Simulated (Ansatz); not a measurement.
# Al3Sn2H3: from a guess to a relaxed structure

Where does this trial cell of Al3Sn2H3 go when cell and atoms are let free?

Program: Ansatz 0.2.0. Level of theory: DFT PBE, scalar-relativistic, plane waves, PAW. These are calculated values, not measurements.

### Step 1. The structure to begin with

Symmetry: Pm-3m, No. 221, cubic system. Conventional cell: a = 5.036 Å, b = 5.036 Å, c = 5.036 Å, α = 90.00°, β = 90.00°, γ = 90.00°. Around Al (site symmetry 4/mmm) lie 2 Sn at 2.52 Å and 4 H at 2.52 Å. Around Sn (site symmetry m-3m) lie 6 H at 2.52 Å. Sn (site symmetry m-3m) has 6 Al at 2.52 Å as nearest neighbours. H (site symmetry 4/mmm) has 4 Al at 2.52 Å and 2 Sn at 2.52 Å as nearest neighbours.

Structure file:

```cif
data_structure
_symmetry_space_group_name_H-M 'Pm-3m'
_symmetry_Int_Tables_number 221
_cell_length_a 5.0358
_cell_length_b 5.0358
_cell_length_c 5.0358
_cell_angle_alpha 90.000
_cell_angle_beta 90.000
_cell_angle_gamma 90.000
_cell_volume 127.70
loop_
_atom_site_label
_atom_site_type_symbol
_atom_site_symmetry_multiplicity
_atom_site_Wyckoff_symbol
_atom_site_fract_x
_atom_site_fract_y
_atom_site_fract_z
_atom_site_occupancy
Al1 Al 3 d 0.50000 0.00000 0.00000 1
Sn1 Sn 1 b 0.50000 0.50000 0.50000 1
Sn2 Sn 1 a 0.00000 0.00000 0.00000 1
H1 H 3 c 0.00000 0.50000 0.50000 1
```

Recipe of the guess: random cell by space group and Wyckoff sites (Pm-3m, No. 221). Its size is a rough estimate.

### Step 2. Probe: one point on a coarse mesh

input.yaml

```yaml
crystal:
  lattice:
    - [5.03578864, 0.0, 0.0]
    - [0.0, 5.03578864, 0.0]
    - [0.0, 0.0, 5.03578864]
  atoms:
    - { symbol: Al, position: [0.5, 0.0, 0.0] }
    - { symbol: Al, position: [0.0, 0.5, 0.0] }
    - { symbol: Al, position: [0.0, 0.0, 0.5] }
    - { symbol: Sn, position: [0.5, 0.5, 0.5] }
    - { symbol: Sn, position: [0.0, 0.0, 0.0] }
    - { symbol: H, position: [0.0, 0.5, 0.5] }
    - { symbol: H, position: [0.5, 0.0, 0.5] }
    - { symbol: H, position: [0.5, 0.5, 0.0] }
basis:
  ecutwfc: 420
kpoints:
  mp_grid: { grid: [4, 4, 4] }
hamiltonian:
  xc: pbe
scf:
  occupations: { method: gaussian, width: 0.1 }
  lower_state_search: "off"
output:
  forces: true
  stress: true
  eigenvalues: true
```

Started as:

```sh
ansatz run input.yaml --threads 1 --pin off --max-ram 2048MiB --backend cpu --events-out ev --progress --plain --runs-dir out
```

Log (excerpt; [...] marks lines left out):

```text
Warning: RAYON_NUM_THREADS=1 ignored (pool sized by the plan → 1); use --threads N
[...]
Pseudopotentials: kind: paw
Pseudopotential: Al, paw, valence charge 3, recommended cutoff 420 eV (normal), Al.paw.azcp
Pseudopotential: Sn, paw, valence charge 14, recommended cutoff 420 eV (normal), Sn.paw.azcp
Pseudopotential: H, paw, valence charge 1, recommended cutoff 420 eV (normal), H.paw.azcp
Functional definition: PBE
[...]
Crystal: 8 atoms, lattice volume = 127.703 Å³
Basis set: ecut = 420 eV, 2517 PW (Γ), exchange–correlation on 72×72×72 points (8 copies of the dense FFT grid, shifted against one another)
Bands: 28, of which v1, the nominal top of the filled ones, is band 20 counted from 1 (19 counted from 0)
Symmetry: 48 space group operations
Space group: Pm-3m (ITA 221), of the structure as read, at distance tolerance 5.0e-5 Å
k-points: 10 of 64
[...]
SCF iter   1: F=—  HF=-13702.639388 eV  |F-HF|=—  |Δ(HF+E_count)|=         —  Δρ=3.77e-3  dr2=4.43e-2  ethr=1.77e-3  ⟨swp⟩=8.7  Hψ=1670  notcnv=0
[...]
SCF iter   7: F=-13702.626195 eV  HF=-13702.626195 eV  |F-HF|=2.84e-9  |Δ(HF+E_count)|=   8.68e-9  Δρ=2.20e-6  dr2=5.08e-9  ethr=2.50e-10  ⟨swp⟩=10.3  Hψ=1412  notcnv=0
[...]
SCF converged after 7 iterations
Free energy (F): -13702.626195 eV
[...]
E sigma→0 (E₀):  -13702.615149 eV
Entropy (-TS):   -0.022090 eV (-2.761 meV/atom)
Fermi energy:    7.748054 eV
[...]
--- Forces (eV/Å), atoms counted from 1 ---
  atom   1  Al    -0.00000000    -0.00000000     0.00000000
  atom   2  Al    -0.00000000     0.00000000     0.00000000
  atom   3  Al     0.00000000    -0.00000000     0.00000000
  atom   4  Sn    -0.00000000    -0.00000000    -0.00000000
  atom   5  Sn    -0.00000000     0.00000000     0.00000000
  atom   6  H      0.00000000     0.00000000     0.00000000
  atom   7  H      0.00000000    -0.00000000     0.00000000
  atom   8  H      0.00000000     0.00000000     0.00000000
[...]
--- Stress (GPa, compression-positive) ---
        6.382361       0.000000       0.000000
        0.000000       6.382361       0.000000
        0.000000       0.000000       6.382361
  P = ⅓ Tr σ = 6.3824 GPa (63.824 kbar)
--- Band table (eV; the first three rows and the last of 10) ---
  k-point 0: bands = ["-14.2879", "-14.2879", "-14.1467", "-14.1467", "-14.1467", "-13.6686", "-13.6686", "-13.6686", "-13.6672", "-13.6672", "-3.6049", "0.2931", "2.9494", "2.9494", "3.3289", "3.3289", "3.3289", "6.8230", "7.4592", "7.4592", "7.7454", "7.7454", "7.7454", "9.6582", [...]
[...]
```

Run time: 2.6 s. Hardware: 1 thread of Arm Neoverse V1, shared host; peak memory 0.35 GiB.

From the probe: pressure 6.4 GPa, largest force 0.00 eV/Å, gap on this mesh none (metal). A cheap, loose relaxation comes first.

### Step 3. Rough relaxation on the coarse mesh

Edit input.yaml of step 2 so:

```diff
@@ -27 +27,6 @@
   eigenvalues: true
+relax:
+  adjacent_minimum: "off"
+  f_tol: 0.04
+  max_steps: 70
+  cell: { stress_tol: 0.4 }
```

Started as:

```sh
ansatz run input.yaml --threads 1 --pin off --max-ram 2048MiB --backend cpu --events-out ev --progress --plain --runs-dir out
```

Log:

```text
Warning: RAYON_NUM_THREADS=1 ignored (pool sized by the plan → 1); use --threads N
Engine: ansatz 0.2.0, aarch64-unknown-linux-gnu
[... 5 set-up lines as earlier in the session ...]
  parameter kappa = 0.804
  parameter beta = 0.06672455060314922
  exchange = pbe_x(kappa = kappa, mu = beta*pi^2/3)
  correlation = pbe_c(beta = beta)
Crystal: 8 atoms, lattice volume = 127.703 Å³
Basis set: ecut = 420 eV, 2517 PW (Γ), exchange–correlation on 72×72×72 points (8 copies of the dense FFT grid, shifted against one another)
Bands: 28, of which v1, the nominal top of the filled ones, is band 20 counted from 1 (19 counted from 0)
[... 2 set-up lines as earlier in the session ...]
k-points: 10 of 64
Non-local potential: Al, projectors of the file, l = 0: 2, l = 1: 2, l = 2: 1
Non-local potential: Sn, projectors of the file, l = 0: 2, l = 1: 2, l = 2: 2, l = 3: 2
Non-local potential: H, projectors of the file, l = 0: 2, l = 1: 1
PAW form: soft (Blöchl's): semilocal exchange-correlation on the pseudo side does not see the compensation charge
PAW one-centre angular grid: Al, 110 points (default); XC on 64 Gauss nodes
PAW one-centre angular grid: Sn, 590 points (default); XC on 64 Gauss nodes
PAW one-centre angular grid: H, 110 points (default); XC on 64 Gauss nodes
Initial density: superposition of atomic densities (neutral atoms: chi_scale 0, normalization atom), corrected by the library's trained network
Initial wavefunctions: pseudopotential atomic-orbital guess
Functional: x = pbe(κ = 0.804, μ = 0.2195149727645171), c = pbe(β = 0.06672455060314922)
SCF iter   1: F=—  HF=-13702.639388 eV  |F-HF|=—  |Δ(HF+E_count)|=         —  Δρ=3.77e-3  dr2=4.43e-2  ethr=1.77e-3  ⟨swp⟩=8.7  Hψ=1670  notcnv=0
preconditioner: auto → Kerker (q_TF=auto, 2.248 Å⁻¹)  [metal: Δε(μ)=0.072 eV  Ē_g=7.181 eV  σ=0.100 eV  W_gap=0.37  n_scr=26 (ndim 8)  ℏωp=14.7 eV  f_vac=0.000  D(μ)=3.76/eV (n_scr^D=26)]
SCF iter   2: F=—  HF=-13702.630429 eV  |F-HF|=—  |Δ(HF+E_count)|=   8.96e-3  Δρ=2.12e-3  dr2=1.44e-2  ethr=1.11e-4  ⟨swp⟩=1.1  Hψ=361  notcnv=0
SCF iter   3: F=—  HF=-13702.626255 eV  |F-HF|=—  |Δ(HF+E_count)|=   4.17e-3  Δρ=4.42e-4  dr2=3.85e-4  ethr=3.61e-5  ⟨swp⟩=2.0  Hψ=334  notcnv=0
SCF iter   4: F=—  HF=-13702.626167 eV  |F-HF|=—  |Δ(HF+E_count)|=   8.83e-5  Δρ=1.27e-4  dr2=1.73e-5  ethr=9.62e-7  ⟨swp⟩=2.1  Hψ=463  notcnv=0
SCF iter   5: F=—  HF=-13702.626194 eV  |F-HF|=—  |Δ(HF+E_count)|=   2.75e-5  Δρ=3.00e-5  dr2=1.37e-6  ethr=4.32e-8  ⟨swp⟩=2.1  Hψ=437  notcnv=0  defer=2
SCF iter   6: F=—  HF=-13702.626194 eV  |F-HF|=—  |Δ(HF+E_count)|=   1.64e-7  Δρ=1.00e-5  dr2=1.73e-7  ethr=3.44e-9  ⟨swp⟩=2.9  Hψ=487  notcnv=0  defer=3
SCF iter   7: F=-13702.626195 eV  HF=-13702.626195 eV  |F-HF|=2.84e-9  |Δ(HF+E_count)|=   8.68e-9  Δρ=2.20e-6  dr2=5.08e-9  ethr=2.50e-10  ⟨swp⟩=10.3  Hψ=1412  notcnv=0
SCF 1 converged in 7 iterations: F = -13702.626195 eV  dr2 = 5.08e-9
relax step   1: F+E_penalty+E_count = -13702.62619450 eV  Δ(F+E_penalty+E_count) = +0.000e0 eV  max|allowed force component| = 7.338e-29 eV/Å  Δτ_max = 0.0000 Å  P = +6.382 GPa  Ω = 127.703 Å³  (7 SCF iters, dr2 threshold 1.00e-7 eV, accepted)
Crystal: 8 atoms, lattice volume = 146.238 Å³
Basis set: ecut = 420 eV, 2897 PW (Γ), exchange–correlation on 72×72×72 points (8 copies of the dense FFT grid, shifted against one another)
Initial density: handed on by an earlier stage of this run
Initial wavefunctions: those handed on with the density
iter 1 solved again at ethr=8.70e-5 eV; its pass at ethr=3.10e-3 eV (dr2=3.48e-2 eV) is discarded
SCF iter   1: F=—  HF=-13702.906395 eV  |F-HF|=—  |Δ(HF+E_count)|=         —  Δρ=3.84e-3  dr2=3.52e-2  ethr=8.70e-5  ⟨swp⟩=1.0  Hψ=1898  notcnv=0
preconditioner: auto → Resta (q_TF=auto, 2.198 Å⁻¹)  ε∞=5.3  [insulator: Δε(μ)=0.141 eV  Ē_g=6.594 eV  σ=0.100 eV  W_gap=0.64  n_scr=26 (ndim 8)  ℏωp=13.7 eV  f_vac=0.000  D(μ)=2.86/eV (n_scr^D=18)  ε∞_Penn≈5.3]
SCF iter   2: F=—  HF=-13702.897485 eV  |F-HF|=—  |Δ(HF+E_count)|=   8.91e-3  Δρ=2.00e-3  dr2=7.51e-3  ethr=8.70e-5  ⟨swp⟩=1.1  Hψ=281  notcnv=0
preconditioner: auto → Kerker (q_TF=auto, 2.198 Å⁻¹)  [metal: Δε(μ)=0.086 eV  Ē_g=6.600 eV  σ=0.100 eV  W_gap=0.45  n_scr=26 (ndim 8)  ℏωp=13.7 eV  f_vac=0.000  D(μ)=3.23/eV (n_scr^D=18)]
SCF iter   3: F=—  HF=-13702.895375 eV  |F-HF|=—  |Δ(HF+E_count)|=   2.11e-3  Δρ=5.01e-4  dr2=5.86e-4  ethr=1.88e-5  ⟨swp⟩=2.5  Hψ=371  notcnv=0
SCF iter   4: F=—  HF=-13702.895242 eV  |F-HF|=—  |Δ(HF+E_count)|=   1.34e-4  Δρ=1.22e-4  dr2=2.26e-5  ethr=1.47e-6  ⟨swp⟩=2.5  Hψ=429  notcnv=0
SCF iter   5: F=—  HF=-13702.895233 eV  |F-HF|=—  |Δ(HF+E_count)|=   8.41e-6  Δρ=2.60e-5  dr2=1.97e-6  ethr=5.64e-8  ⟨swp⟩=2.1  Hψ=437  notcnv=0
SCF iter   6: F=-13702.895233 eV  HF=-13702.895233 eV  |F-HF|=1.56e-7  |Δ(HF+E_count)|=   6.75e-9  Δρ=7.09e-6  dr2=1.90e-7  ethr=2.00e-9  ⟨swp⟩=7.0  Hψ=1258  notcnv=0
SCF 2 converged in 6 iterations: F = -13702.895233 eV  dr2 = 1.90e-7
relax step   2: F+E_penalty+E_count = -13702.89523315 eV  Δ(F+E_penalty+E_count) = -2.690e-1 eV  max|allowed force component| = 1.296e-29 eV/Å  Δτ_max = 0.0000 Å  P = -0.993 GPa  Ω = 146.238 Å³  energy of the carried Pulay correction = -7.621e-3 eV  (6 SCF iters, dr2 threshold 8.00e-7 eV, accepted)
Crystal: 8 atoms, lattice volume = 143.437 Å³
Basis set: ecut = 420 eV, 2801 PW (Γ), exchange–correlation on 72×72×72 points (8 copies of the dense FFT grid, shifted against one another)
iter 1 solved again at ethr=1.24e-6 eV; its pass at ethr=3.10e-3 eV (dr2=4.94e-4 eV) is discarded
SCF iter   1: F=—  HF=-13702.906469 eV  |F-HF|=—  |Δ(HF+E_count)|=         —  Δρ=4.93e-4  dr2=3.93e-4  ethr=1.24e-6  ⟨swp⟩=2.8  Hψ=1614  notcnv=0
preconditioner: auto → Resta (q_TF=auto, 2.205 Å⁻¹)  ε∞=5.3  [insulator: Δε(μ)=0.104 eV  Ē_g=6.686 eV  σ=0.100 eV  W_gap=0.53  n_scr=26 (ndim 8)  ℏωp=13.9 eV  f_vac=0.000  D(μ)=3.13/eV (n_scr^D=18)  ε∞_Penn≈5.3]
SCF iter   2: F=—  HF=-13702.906384 eV  |F-HF|=—  |Δ(HF+E_count)|=   8.52e-5  Δρ=2.64e-4  dr2=1.13e-4  ethr=9.83e-7  ⟨swp⟩=1.0  Hψ=280  notcnv=0
SCF iter   3: F=—  HF=-13702.906353 eV  |F-HF|=—  |Δ(HF+E_count)|=   3.15e-5  Δρ=3.99e-5  dr2=2.25e-6  ethr=2.82e-7  ⟨swp⟩=2.2  Hψ=350  notcnv=0
SCF iter   4: F=-13702.906353 eV  HF=-13702.906353 eV  |F-HF|=4.81e-8  |Δ(HF+E_count)|=   2.28e-7  Δρ=9.19e-6  dr2=1.22e-7  ethr=2.00e-9  ⟨swp⟩=7.0  Hψ=1245  notcnv=0
SCF 3 converged in 4 iterations: F = -13702.906353 eV  dr2 = 1.22e-7
relax step   3: F+E_penalty+E_count = -13702.90635274 eV  Δ(F+E_penalty+E_count) = -1.112e-2 eV  max|allowed force component| = 5.462e-30 eV/Å  Δτ_max = 0.0000 Å  P = -0.140 GPa  Ω = 143.437 Å³  energy of the carried Pulay correction = -6.536e-3 eV  (4 SCF iters, dr2 threshold 8.00e-7 eV, accepted)
Initial wavefunctions: pseudopotential atomic-orbital guess (no wavefunctions were taken with the density)
iter 1 solved again at ethr=6.27e-7 eV; its pass at ethr=3.10e-3 eV (dr2=2.51e-4 eV) is discarded
SCF iter   1: F=—  HF=-13702.914510 eV  |F-HF|=—  |Δ(HF+E_count)|=         —  Δρ=2.45e-4  dr2=7.54e-6  ethr=6.27e-7  ⟨swp⟩=3.1  Hψ=2238  notcnv=0
preconditioner: auto → Resta (q_TF=auto, 2.205 Å⁻¹)  ε∞=5.3  [insulator: Δε(μ)=0.107 eV  Ē_g=6.685 eV  σ=0.100 eV  W_gap=0.54  n_scr=26 (ndim 8)  ℏωp=13.9 eV  f_vac=0.000  D(μ)=3.11/eV (n_scr^D=18)  ε∞_Penn≈5.3]
SCF iter   2: F=—  HF=-13702.914776 eV  |F-HF|=—  |Δ(HF+E_count)|=   2.65e-4  Δρ=1.25e-4  dr2=1.79e-6  ethr=1.89e-8  ⟨swp⟩=2.8  Hψ=476  notcnv=0
SCF iter   3: F=—  HF=-13702.914861 eV  |F-HF|=—  |Δ(HF+E_count)|=   8.49e-5  Δρ=1.43e-5  dr2=3.05e-8  ethr=4.47e-9  ⟨swp⟩=2.0  Hψ=376  notcnv=0
SCF iter   4: F=-13702.914861 eV  HF=-13702.914861 eV  |F-HF|=5.62e-9  |Δ(HF+E_count)|=   8.23e-7  Δρ=1.23e-6  dr2=8.50e-10  ethr=1.28e-11  ⟨swp⟩=7.4  Hψ=1257  notcnv=0
SCF 4 converged in 4 iterations: F = -13702.914861 eV  dr2 = 8.50e-10
relax step   4: F+E_penalty+E_count = -13702.91486148 eV  Δ(F+E_penalty+E_count) = -8.509e-3 eV  max|allowed force component| = 2.934e-29 eV/Å  Δτ_max = 0.0000 Å  P = -0.097 GPa  Ω = 143.437 Å³  stress off target by 9.69e-2 GPa  SCF on the basis re-selected at this cell (its energy is not comparable with the rows above)  (4 SCF iters)
basis re-selected at this cell: Δ(F+E_penalty+E_count) = -8.509e-3 eV, ΔP = +0.043 GPa vs the last step (what re-selecting the basis moved, of the pressure what is left beyond the Pulay correction that the steps carried, after the strain that the cell walked since its last selection, with what the two solves' SCF thresholds leave and, on support functions, any second-order correction that the steps lacked; it is no measure of the basis error at this ecutwfc). This SCF's stress stands 9.69e-2 GPa from its target on what of the cell is left free (relax.cell.stress_tol is 4.00e-1 GPa) and its largest allowed force component is 2.93e-29 eV/Å (relax.f_tol is 4.00e-2 eV/Å): within both
SCF converged after 4 iterations
Free energy (F): -13702.914861 eV
Harris-Foulkes:  -13702.914861 eV  (|F-HF|=5.62e-9)
Internal energy: -13702.899332 eV  (E = F + TS)
E sigma→0 (E₀):  -13702.907097 eV
Entropy (-TS):   -0.015529 eV (-1.941 meV/atom)
Fermi energy:    6.389480 eV
--- Per-component energies (eV) ---
  E_band       = -260.871928
  E_kinetic    = 467.106275
  E_local      = -2521.749289  (includes V_loc(G=0)·N_el)
  E_nonlocal   = -27.608134
  E_hartree    = 1423.869516
  E_xc         = -904.308164
  E_vxc        = -304.534787  (∫ρ·V_xc dr)
  E_paw        = -9674.773950  (= ΣΔE_a)
  E_vpaw       = -721.820798  (= ΣTr[D̂ρ^β])
  E_aug_tail   = -0.002855  (compensation charges beyond the density's cutoff)
  E_ewald      = -2465.432730
  E_smearing   = -0.015529  (= −TS)
  E_closure    = -0.000000  (closes the sum)
  Σ components = -13702.914861   (vs F -13702.914861, Δ=0.00e0)
--- Forces (eV/Å), atoms counted from 1 ---
  atom   1  Al     0.00000000    -0.00000000     0.00000000
  atom   2  Al     0.00000000    -0.00000000    -0.00000000
  atom   3  Al    -0.00000000    -0.00000000    -0.00000000
  atom   4  Sn     0.00000000     0.00000000     0.00000000
  atom   5  Sn     0.00000000    -0.00000000    -0.00000000
  atom   6  H      0.00000000    -0.00000000    -0.00000000
  atom   7  H     -0.00000000    -0.00000000     0.00000000
  atom   8  H      0.00000000     0.00000000     0.00000000
  max |Σ_I F_I| component: 3.46e-29 eV/Å
--- Stress (GPa, compression-positive) ---
       -0.096866      -0.000000       0.000000
       -0.000000      -0.096866      -0.000000
        0.000000      -0.000000      -0.096866
  P = ⅓ Tr σ = -0.0969 GPa (-0.969 kbar)
--- Band table (eV; the first three rows and the last of 10) ---
  k-point 0: bands = ["-15.3070", "-15.3070", "-15.2064", "-15.2064", "-15.2064", "-15.0022", "-15.0022", "-15.0022", "-14.9967", "-14.9967", "-4.0807", "-0.7074", "2.0077", "2.0077", "2.5506", "2.5506", "2.5506", "5.0692", "5.9109", "5.9109", "6.5072", "6.5072", "6.5072", "8.4004", "8.4004", "8.4004", "9.9697", "10.2351"]
  k-point 1: bands = ["-15.3070", "-15.3042", "-15.2065", "-15.2065", "-15.2064", "-15.0024", "-15.0024", "-15.0022", "-14.9967", "-14.9954", "-3.8112", "-1.1831", "1.0476", "2.3064", "2.7723", "2.7723", "3.1572", "4.7235", "5.1300", "5.8996", "5.8996", "6.1267", "7.9823", "8.1258", "8.1258", "9.6901", "10.0042", "10.4183"]
  k-point 2: bands = ["-15.3069", "-15.3014", "-15.2066", "-15.2066", "-15.2063", "-15.0027", "-15.0027", "-15.0023", "-14.9967", "-14.9942", "-3.3664", "-1.9687", "1.6507", "1.7262", "2.9710", "3.0819", "3.0819", "3.5411", "5.1977", "5.1977", "6.0291", "7.3030", "8.5965", "8.5965", "8.8701", "9.1208", "9.3060", "9.3060"]
  k-point 9: bands = ["-15.2985", "-15.2985", "-15.2069", "-15.2069", "-15.2069", "-15.0031", "-15.0031", "-15.0031", "-14.9928", "-14.9928", "-2.4021", "-0.1713", "0.6136", "0.6136", "0.6136", "1.2571", "1.2571", "1.2571", "9.9382", "9.9382", "9.9382", "9.9805", "9.9805", "10.0705", "10.0705", "10.0705", "10.7135", "10.7135"]
--- Relaxed structure (3 steps of the walk, 3 accepted, 1 SCFs on fresh bases) ---
  F+E_penalty+E_count = -13702.91486148 eV   max|allowed force component| = 2.934e-29 eV/Å   (the final SCF, on the basis selected at the relaxed cell)
  cell:  # Å, volume = 143.4374 Å³
    - [5.234647948255271, 1.5407439555097887e-33, -1.5407439555097887e-33]
    - [1.5407439555097887e-33, 5.234647948255271, 0.0]
    - [-1.5407439555097887e-33, 0.0, 5.234647948255271]
  atoms:
    - { symbol: Al, position: [0.5, 7.783090835788474e-48, -1.9564637677874872e-47] }
    - { symbol: Al, position: [-1.6812117668833525e-45, 0.5, 7.319026197958809e-47] }
    - { symbol: Al, position: [-1.7507891778164726e-45, 6.576253737274871e-47, 0.5] }
    - { symbol: Sn, position: [0.5, 0.5, 0.5] }
    - { symbol: Sn, position: [-1.1478551977788864e-45, -9.656041988891202e-47, -8.913269528207264e-47] }
    - { symbol: H, position: [-2.20295682041103e-45, 0.5, 0.5] }
    - { symbol: H, position: [0.5, 7.783090835788474e-48, 0.5] }
    - { symbol: H, position: [0.5, 0.5, 2.6813175571644907e-47] }
```

Wall time 10 s (1 thread of Arm Neoverse V1, shared host); peak memory 0.37 GiB.

The steps of the relaxation:

```
step  E - E(step 1) (eV/cell)  largest force component (eV/Å)  pressure (GPa)  volume (Å³)
   1                   0.0000                          0.0000            6.38       127.70
   2                  -0.2690                          0.0000           -0.99       146.24
   3                  -0.2802                          0.0000           -0.14       143.44
   4                  -0.2887                          0.0000           -0.10       143.44
```

Step 1 is the start. Step 4 repeats the geometry before it on a plane-wave basis chosen anew for that cell, so its energy need not be comparable with the rows above.

|  | before | after | change |
| --- | --- | --- | --- |
| a (Å) | 5.036 | 5.235 | +3.9 % |
| b (Å) | 5.036 | 5.235 | +3.9 % |
| c (Å) | 5.036 | 5.235 | +3.9 % |
| volume (Å³/atom) | 15.96 | 17.93 | +12.3 % |
| shortest distance (Å) | 2.518 | 2.617 | +3.9 % |
| space group (0.01 Å) | Pm-3m | Pm-3m | same |

Forces and stress were held to the start's 48 operations: a distortion of lower symmetry was not tested.

[end of part 1 of 2]
